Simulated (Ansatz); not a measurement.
Predict the output of the script below (the Python package of Ansatz (0.2.0)).

Script `torsion_ch4alclfn.py`:
```python
# -*- coding: utf-8 -*-
"""Rigid torsion scan of CH4AlClFN."""

import ansatz as az
from ase import Atoms

BASIS = "def2-SVP"
FUNCTIONAL = "b3lyp"
FMAX = 0.02


def main():
    atoms = Atoms(["C", "N", "Al", "F", "Cl", "H", "H", "H", "H"], positions=[
        (-1.0953, -0.5004, -0.3908),
        (0.2916, -0.6998, -0.4425),
        (1.1721, 0.4608, 0.7831),
        (0.9135, 0.3687, 2.5538),
        (2.6738, 1.9291, 0.0366),
        (-1.6473, -1.1082, -1.1338),
        (-1.52, -0.6838, 0.6111),
        (-1.3396, 0.6154, -0.679),
        (0.6397, -0.4281, -1.3556),
    ])

    # start the scan from a relaxed geometry
    first = (
        az.Crystal.molecule_from_ase(atoms).calculation()
        .basis(gaussian=BASIS)
        .functional(FUNCTIONAL)
        .relax(force_tolerance=FMAX, max_steps=80)  # relax until the tolerances are met
    )
    atoms.positions = first.run().report["positions_ang"]

    start = atoms.get_dihedral(2, 1, 0, 5)
    energies = {}
    for turn in range(0, 121, 20):
        turned = atoms.copy()
        turned.set_dihedral(2, 1, 0, 5, start + turn, indices=[0, 5, 6, 7])
        setup = (
            az.Crystal.molecule_from_ase(turned).calculation()
            .basis(gaussian=BASIS)
            .functional(FUNCTIONAL)
        )
        energies[round((start + turn) % 360)] = setup.run().report["free_energy_ev"]
    floor = min(energies.values())
    print("dihedral Al2-N1-C0-H5 (deg)   E - E(min) (kcal/mol)")
    for angle, e in sorted(energies.items()):
        print(f"{angle:8d} {23.060548 * (e - floor):14.3f}  " + "#" * int(30 * (e - floor) / max(max(energies.values()) - floor, 1e-9)))


if __name__ == "__main__":
    main()
```

```console
$ python torsion_ch4alclfn.py
dihedral Al2-N1-C0-H5 (deg)   E - E(min) (kcal/mol)
     240          0.000
     260          0.438  #######
     280          1.358  #####################
     300          1.875  ##############################
     320          1.540  ########################
     340          0.708  ###########
     360          0.214  ###
```

Notes:
- The settings weren't tested for convergence.
- The scan is rigid and the energies are electronic, in a modest basis. With rigid groups the curve can differ much from the relaxed path, the start wasn't checked as a minimum of this torsion, and equivalent turns needn't return to the same energy.
- b3lyp holds the VWN-RPA fit, as in Gaussian; the form of ORCA and Turbomole is b3lyp5.
- Run time: 83 s on 1 thread of Arm Neoverse V1 (shared host), peak memory 0.28 GiB.

(A comment or docstring line of the script was reworded after the run, the code is as it ran.)
